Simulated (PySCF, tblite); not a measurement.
# C5H10OSi: infrared bands and NMR shifts

What infrared bands and NMR shifts should C5H10OSi (`O=C[SiH2]C1CCC1`) show?

Computed with tblite 0.8.0 and PySCF 2.14.0, with density-fitted response routines of our own, on a single molecule in the gas phase. Atoms are numbered from 0 throughout.

## Step 1: Starting geometry

17 atoms, charge 0, multiplicity 1; geometry from: GFN2-xTB.

Bonds of the start (Å): O0–C1 1.20, C1–Si2 1.92, Si2–C3 1.90, C3–C4 1.54, C4–C5 1.53, C5–C6 1.53, C6–C3 1.54, C1–H7 1.11, Si2–H8 1.47, Si2–H9 1.46, C3–H10 1.09, C4–H11 1.09, C4–H12 1.09, C5–H13 1.09, C5–H14 1.09, C6–H15 1.09, C6–H16 1.09.

## Step 2: Infrared spectrum with GFN2-xTB

What the job is given:

```
{"job": {"kind": "ir", "xc": "GFN2-xTB", "basis": "xTB"}, "charge": 0, "multiplicity": 1}
O      3.373878    -1.205124     0.115091
C      2.825071    -0.226134     0.552821
Si     1.370859     0.674195    -0.316605
C     -0.181448     0.364221     0.737643
C     -0.747497    -1.070198     0.656803
C     -1.877790    -0.554773    -0.242737
C     -1.488329     0.886524     0.107174
H      3.169653     0.189889     1.527071
H      1.690819     2.106613    -0.325636
H      1.226875     0.132639    -1.666407
H     -0.025149     0.713897     1.761236
H     -0.097878    -1.826595     0.219398
H     -1.105619    -1.435881     1.618058
H     -1.718630    -0.788356    -1.293476
H     -2.885180    -0.857497     0.036355
H     -1.378623     1.567633    -0.734623
H     -2.158011     1.340977     0.835769
```

**Question.** This job is followed by: GIAO PBE0/pcSseg-1 NMR shielding, non-relativistic, gas phase. What will the session give for the following? strongest single infrared mode (GFN2-xTB); zero-point energy (GFN2-xTB); 13C shifts against TMS (PBE0/pcSseg-1, means over atoms taken as alike); 1H shifts against TMS (PBE0/pcSseg-1, means over atoms taken as alike); 17O shifts against H2O (PBE0/pcSseg-1); 29Si shifts against TMS (PBE0/pcSseg-1).

The runs gave:

| quantity | value |
| --- | --- |
| strongest single infrared mode (GFN2-xTB) | 2230 cm⁻¹, 296 km/mol |
| zero-point energy (GFN2-xTB) | 83.8 kcal/mol |
| 13C shifts against TMS (PBE0/pcSseg-1, means over atoms taken as alike) | 245.3, 23.4, 20.3, 14.2 ppm |
| 1H shifts against TMS (PBE0/pcSseg-1, means over atoms taken as alike) | 12.31, 4.18, 2.55, 2.32, 2.29, 2.06, 1.79 ppm |
| 17O shifts against H2O (PBE0/pcSseg-1) | 957.7 ppm |
| 29Si shifts against TMS (PBE0/pcSseg-1) | -47.2 ppm |

No mode is imaginary among the 45: a minimum at this level. The strongest single mode, at 2230 cm⁻¹, moves mainly H8. Unscaled tight-binding wavenumbers are off by several per cent, some by more. Its intensities can rank the bands wrongly. At PBE0/pcSseg-1: The widest tensor belongs to O0: span 2110 ppm, with a paramagnetic part of -1020 ppm.
